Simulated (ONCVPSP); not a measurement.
# Pseudopotential generation for Sn: ONCV, PBE

Aim: build the potential from the settings below, then test how well it stands in for the atom: other configurations, scattering, ghost states and the plane-wave cutoff that it needs.

The numbers are computed with ONCVPSP 4.0.1.1 (patched build) (PBE, scalar-relativistic, spin-unpolarised reference atom).

## (1) The design

Typed settings, in words:

- element: tin (Sn, Z = 50)
- type: optimised norm-conserving Vanderbilt (ONCV)
- frozen core: [Kr] 4d10
- valence charge: 4
- reference configuration: 5s2 5p1.5 (charge +0.5)
- partial waves: 5s: rc 1.60 bohr, ncon 3, nbas 6, qcut 3.9 1/bohr, 2 projectors, debl 1.4 Ha; 5p: rc 1.95 bohr, ncon 4, nbas 7, qcut 5.1 1/bohr, 1 projector
- local potential: polynomial inside 1.15 bohr (lpopt 2, dvloc0 0 Ha)
- core correction: not asked for

An earlier all-electron run gives the scale for the radii.

All-electron outer shells of the reference configuration (PBE, scalar-relativistic, ld1.x):

```csv
shell,level (eV),outermost node (bohr),outermost maximum (bohr)
4p,-93.48,0.41,0.79
4d,-29.61,0.39,0.88
5s,-14.02,0.98,1.99
5p,-6.83,1.09,2.49
```

## (2) Generating the potential

The input, Sn.dat:

```
# ATOM AND REFERENCE CONFIGURATION
# atsym  z   nc   nv     iexc    psfile
  Sn 50.00    9    2        4      upf
#
#   n    l    f
    1    0    2.00
    2    0    2.00
    2    1    6.00
    3    0    2.00
    3    1    6.00
    3    2   10.00
    4    0    2.00
    4    1    6.00
    4    2   10.00
    5    0    2.00
    5    1    1.50
#
# PSEUDOPOTENTIAL AND OPTIMIZATION
# lmax
    1
#
#   l,   rc,      ep,       ncon, nbas, qcut
    0    1.60    0.00    3    6    3.90
    1    1.95    0.00    4    7    5.10
#
# LOCAL POTENTIAL
# lloc, lpopt,  rc(5),   dvloc0
    4    2    1.15    0.00
#
# VANDERBILT-KLEINMAN-BYLANDER PROJECTORs
# l, nproj, debl
    0    2    1.40
    1    1    1.70
#
# MODEL CORE CHARGE
# icmod, fcfact, rcfact
    0    0.00    0.00
#
# LOG DERIVATIVE ANALYSIS
# epsh1, epsh2, depsh
   -2.00    5.00    0.02
#
# OUTPUT GRID
# rlmax, drl
    6.00    0.01
#
# TEST CONFIGURATIONS
# ncnf
    4
# nvcnf
#   n    l    f
    2
    5    0    2.00
    5    1    2.00
#
    2
    5    0    2.00
    5    1    1.00
#
    2
    5    0    2.00
    5    1    0.00
#
    2
    5    0    1.00
    5    1    3.00
#
```

On the command line:

```bash
$ oncvpsp.x < Sn.dat > Sn.out
```

Q: Predict the outcome of this session. Wanted: cutoffs for 1 and 0.1 mHa per electron, occupied waves; bound ghosts; GHOST(+) flags; largest test error; largest phase difference near zero energy, channels read.

The runs gave:

| quantity | value |
| --- | --- |
| cutoffs for 1 and 0.1 mHa per electron, occupied waves | 20 Ha and 42 Ha |
| bound ghosts | s at -62.32 eV |
| GHOST(+) flags | s at 424 eV, p at 5 eV |
| largest test error (AE − PS) | +20 meV, for 5s2 5p0 |
| largest phase difference near zero energy, channels read | 2.833 rad |

What this shows: A bound ghost (s) makes it unfit for use: electrons can fall into a state that the atom doesn't have. The worst unpolarised test, 5s2 5p0, is off by 20 meV on 18.2 eV; by total energies transferability rates as good. Atomic tests can pass in spite of a ghost, since they solve only for the levels asked. By its cutoff, 20 Ha for the looser tolerance, it is of middling hardness. At the looser tolerance the 5s wave is the slowest; 5p needs 6 Ha. Of the channels read, p scatters worst near zero energy, by up to 2.83 rad. A step near π is an extra or missing state, not a misfit of shape. The pseudo curves have a pole with no partner nearby in the atom's: p at 0.19 Ha. At positive energy that is a spurious or a displaced resonance. The program also flags highly localised states, GHOST(+) (s, p).
